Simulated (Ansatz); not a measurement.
# CH₇FO₂Si₂: up Jacob's ladder to CCSD(T)

How much do the methods differ for CH₇FO₂Si₂? The plan is to run it at one geometry with functionals of several rungs and with coupled cluster. The yardstick is the atomisation energy at the CCSD(T) limit.

Computed with Ansatz 0.2.0, Gaussian basis. Level: functionals in def2-TZVPP, the program's frozen cores in correlated methods.

The runs, in order: PBE-D4, r2SCAN-D4, PBE0-D4, B3LYP-D4, ωB97X-V, ωB97M-V, B2PLYP; CCSD(T)/def2-TZVPP; MP2/def2-QZVPP; extrapolation to the limit.

## 1. The geometry

All runs share one geometry, relaxed beforehand with PBE0-D4 in a triple-zeta def2 set.

SMILES `CO[SiH](F)O[SiH3]`, 13 atoms, charge 0, spin multiplicity 1.

Atoms are counted from 1 here; the program's logs count them from 0.

Bond lengths: C1–O2 1.412 Å, C1–H7 1.095 Å, C1–H8 1.090 Å, C1–H9 1.094 Å, O2–Si3 1.621 Å, Si3–F4 1.592 Å, Si3–O5 1.608 Å, Si3–H10 1.472 Å, O5–Si6 1.644 Å, Si6–H11 1.482 Å, Si6–H12 1.484 Å, Si6–H13 1.484 Å. Angles: O2–C1–H7 111.4°, O2–C1–H8 108.1°, O2–C1–H9 111.1°, H7–C1–H8 108.5°, H7–C1–H9 108.9°, H8–C1–H9 108.8°, C1–O2–Si3 125.6°, O2–Si3–F4 109.3°, O2–Si3–O5 107.9°, O2–Si3–H10 112.8°, F4–Si3–O5 109.6°, F4–Si3–H10 106.7°, O5–Si3–H10 110.6°, Si3–O5–Si6 144.6°, O5–Si6–H11 107.5°, O5–Si6–H12 109.8°, O5–Si6–H13 110.3°, H11–Si6–H12 109.8° and more.

## 2. PBE-D4 (GGA)

in.yaml

```yaml
crystal:
  periodic: [false, false, false]
  atoms:
    - {symbol: C, position_ang: [0.753634, -1.376272, -1.839395]}
    - {symbol: O, position_ang: [0.307385, -0.760342, -0.649544]}
    - {symbol: Si, position_ang: [0.783078, 0.689464, -0.102154]}
    - {symbol: F, position_ang: [0.505311, 1.790377, -1.217587]}
    - {symbol: O, position_ang: [-0.075808, 1.027888, 1.214430]}
    - {symbol: Si, position_ang: [-1.466508, 0.702108, 2.027764]}
    - {symbol: H, position_ang: [1.843911, -1.478745, -1.852475]}
    - {symbol: H, position_ang: [0.311934, -2.371906, -1.890657]}
    - {symbol: H, position_ang: [0.441343, -0.805928, -2.718788]}
    - {symbol: H, position_ang: [2.224140, 0.742133, 0.192871]}
    - {symbol: H, position_ang: [-1.619950, 1.733551, 3.080976]}
    - {symbol: H, position_ang: [-1.381192, -0.641907, 2.650660]}
    - {symbol: H, position_ang: [-2.627266, 0.749579, 1.103919]}
basis:
  gaussian: {orbitals: def2-TZVPP}
hamiltonian: {xc: pbe, dispersion: d4}
output: {forces: true, orbitals: {seedname: orbitals}}
```

Run with:

```bash
$ ansatz run in.yaml --threads 2 --pin off --events-out ev --progress --plain --max-ram 32768MiB --backend cuda --devices 0, --max-vram 18GiB
```

The runs that follow: r2SCAN-D4 (meta-GGA); PBE0-D4 (hybrid); B3LYP-D4 (hybrid); ωB97X-V (range-separated); ωB97M-V (range-separated); B2PLYP (double hybrid); CCSD(T) in def2-TZVPP; MP2 in def2-QZVPP.

**Question.** What will the summary of the whole plan be? Wanted: atomisation energy, CCSD(T)/CBS; farthest; mean size of error, hybrid; mean size of error, range-separated; gap, smallest and largest; T1 diagnostic; triples share of the correlation energy.

The runs gave:

```
                               quantity                                 value
        atomisation energy, CCSD(T)/CBS                         4994.1 kJ/mol
 functionals within 25.0 kJ/mol (0.5 %)              PBE-D4, ωB97X-V, ωB97M-V
                               farthest                PBE0-D4 (-89.3 kJ/mol)
             mean size of error, hybrid                           65.1 kJ/mol
    mean size of error, range-separated                            9.9 kJ/mol
              gap, smallest and largest  6.50 eV (PBE-D4), 13.53 eV (ωB97X-V)
                          T1 diagnostic                                0.0115
triples share of the correlation energy                                 3.2 %
```

In words: PBE-D4 is off by -16.3 kJ/mol. Double hybrids carry the basis error of their MP2 part in triple zeta, and no dispersion term here, so their miss is partly the set-up's. The reference freezes the cores and leaves out relativity and excitations past (T), so misses under about 25.0 kJ/mol can't be ranked. Hartree-Fock recovers 74 % of the binding; the rest is correlation. The gap grows from 6.5 to 13.5 eV across the functionals, mostly with the share of exact exchange.
